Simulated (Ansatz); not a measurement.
# W2Cl3: the cost of one run

Computed with Ansatz 0.2.0 (DFT PBE, scalar-relativistic, plane waves, PAW, unless a step's input says otherwise).

1 further run of the same task is left out (set aside as unsound or not needed). Runs told in other sessions of the task aren't counted.

## Step 1: The starting structure

The structure is trigonal, space group P3m1 (No. 156). The conventional cell has a = 3.022 Å, b = 3.022 Å, c = 13.628 Å, α = 90.00°, β = 90.00°, γ = 120.00°. W (site symmetry 3m) is surrounded by 3 Cl at 2.46 Å. W (site symmetry 3m) is surrounded by 6 Cl at 2.48 to 2.51 Å. Cl (site symmetry 3m) has 3 W at 2.46 Å in its first shell of neighbours. Cl (site symmetry 3m) has 3 W at 2.48 Å in its first shell of neighbours. Around Cl (site symmetry 3m) lie 3 W at 2.51 Å.

As a file:

```xyz
5
Lattice="3.0218 0.0000 0.0000 -1.5109 2.6170 0.0000 0.0000 0.0000 13.6277" Properties=species:S:1:pos:R:3 pbc="T T T"
W     0.0000    0.0000   13.0347
W     0.0000    0.0000    7.1915
Cl    0.0000    1.7446    1.1366
Cl    0.0000    1.7446    8.9567
Cl    1.5109    0.8723    5.3851
```

It is the end of an earlier relaxation with the same method, from a generated guess; it is a trial structure. At a tolerance of 0.05 Å it has space group P3m1 (No. 156); it has 21.55 Å³/atom, an uncorrected energy of +0.21 eV/atom over the elements.

## Step 2: Electronic structure at the relaxed geometry

input.yaml reads:

```yaml
crystal:
  lattice:
    - [3.0218094906, 0.0, 0.0]
    - [-1.5109047453, 2.6169637843, 0.0]
    - [0.0, 0.0, 13.6276713256]
  atoms:
    - { symbol: W, position: [0.0, 0.0, 0.9564841544] }
    - { symbol: W, position: [0.0, 0.0, 0.5277137809] }
    - { symbol: Cl, position: [0.3333333333, 0.6666666667, 0.0834017475] }
    - { symbol: Cl, position: [0.3333333333, 0.6666666667, 0.6572408718] }
    - { symbol: Cl, position: [0.6666666667, 0.3333333333, 0.3951594454] }
basis:
  ecutwfc: 420
kpoints:
  mp_grid: { grid: [12, 12, 4] }
  band_path:
    path:
      - [[0.0, 0.0, 0.0], [0.5, 0.0, 0.0], [0.33333333, 0.33333333, 0.0], [0.0, 0.0, 0.0], [0.0, 0.0, 0.5], [0.5, 0.0, 0.5], [0.33333333, 0.33333333, 0.5], [0.0, 0.0, 0.5]]
      - [[0.5, 0.0, 0.5], [0.5, 0.0, 0.0]]
      - [[0.33333333, 0.33333333, 0.5], [0.33333333, 0.33333333, 0.0]]
    npoints: 14
hamiltonian:
  xc: pbe
scf:
  occupations: { method: gaussian, width: 0.1 }
  n_extra_bands: 12
output:
  forces: true
  stress: true
  eigenvalues: true
  populations: true
  dos: { projected: true, de: 0.02, nscf_kmesh: { grid: [15, 15, 5] } }
  bader: true
  write_density: true
  write_potential: true
  elf: true
  volumetric_format: npy
```

The run is started by

```
$ ansatz run input.yaml --threads 1 --pin off --max-ram 2560MiB --backend cpu --events-out ev --progress --plain --runs-dir out
```

Q: Estimate wall time and peak memory on 1 thread of Arm Neoverse N1, shared host.

About 3.6 min, with a peak of 0.57 GiB.
